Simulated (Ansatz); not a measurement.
# F3H3OSiSn: small, medium and large basis sets

One table from this session's results is given with a row withheld; the runs are named, their logs left out.

Method: one geometry, several basis sets; program: Ansatz 0.2.0, Gaussian basis.

Plan: PBE0-D4/def2-SVP; ωB97M-V/def2-SVP; PBE0-D4/def2-QZVPP; ωB97M-V/def2-QZVPP; the functionals' def2-TZVPP values are taken from earlier runs.

## The relaxed structure

All runs share one geometry, relaxed beforehand with PBE0-D4 in a triple-zeta def2 set. Sn takes the def2 core potential; no spin-orbit term is included.

SMILES `[F][Sn]([F])([F])[O][SiH3]`, 9 atoms, charge 0, spin multiplicity 1.

Atoms are counted from 1 here; the program's logs count them from 0.

Bond lengths: F1–Sn2 1.880 Å, Sn2–F3 1.885 Å, Sn2–F4 1.884 Å, Sn2–O5 1.899 Å, O5–Si6 1.654 Å, Si6–H7 1.485 Å, Si6–H8 1.485 Å, Si6–H9 1.481 Å. Angles: F1–Sn2–F3 108.1°, F1–Sn2–F4 108.1°, F1–Sn2–O5 109.5°, F3–Sn2–F4 107.6°, F3–Sn2–O5 111.7°, F4–Sn2–O5 111.7°, Sn2–O5–Si6 138.8°, O5–Si6–H7 110.0°, O5–Si6–H8 110.0°, O5–Si6–H9 106.7°, H7–Si6–H8 109.3°, H7–Si6–H9 110.4°, H8–Si6–H9 110.4°.

The first run:

Input file in.yaml:

```yaml
crystal:
  periodic: [false, false, false]
  atoms:
    - {symbol: F, position_ang: [2.586852, -1.849689, -0.229096]}
    - {symbol: Sn, position_ang: [1.113585, -0.847666, -0.827515]}
    - {symbol: F, position_ang: [1.749800, 0.497261, -1.984332]}
    - {symbol: F, position_ang: [0.001990, -1.987310, -1.835907]}
    - {symbol: O, position_ang: [0.197801, -0.114328, 0.665857]}
    - {symbol: Si, position_ang: [-1.107673, 0.853933, 0.973790]}
    - {symbol: H, position_ang: [-2.339431, 0.234686, 0.422675]}
    - {symbol: H, position_ang: [-0.908369, 2.187028, 0.351446]}
    - {symbol: H, position_ang: [-1.206056, 0.979787, 2.445982]}
basis:
  gaussian: {orbitals: def2-SVP}
hamiltonian: {xc: pbe0, dispersion: d4}
output: {orbitals: {seedname: orbitals}}
```

Launch:

```bash
$ ansatz run in.yaml --threads 4 --pin off --events-out ev --progress --plain --max-ram 11315MiB
```

Steps of the session up to this table: PBE0-D4 in def2-SVP; ωB97M-V in def2-SVP; PBE0-D4 in def2-QZVPP; ωB97M-V in def2-QZVPP.

One of the session's tables, all rows but one given; the rest of the session is left out.

It belongs to the step «Density functionals: the series». 

| functional | basis | HOMO (eV) | LUMO (eV) |
| --- | --- | --- | --- |
| PBE0-D4 | def2-SVP | -9.46 | -2.92 |
| PBE0-D4 | def2-TZVPP | -9.54 | -3.09 |
| PBE0-D4 | def2-QZVPP | -9.54 | -3.11 |
| ωB97M-V | def2-SVP | -11.71 | -0.73 |
| ωB97M-V | def2-TZVPP | ? | ? |
| ωB97M-V | def2-QZVPP | -11.84 | -1.07 |

Estimate the missing values for ωB97M-V, def2-TZVPP.

**Answer.** HOMO (eV): -11.84; LUMO (eV): -0.98.
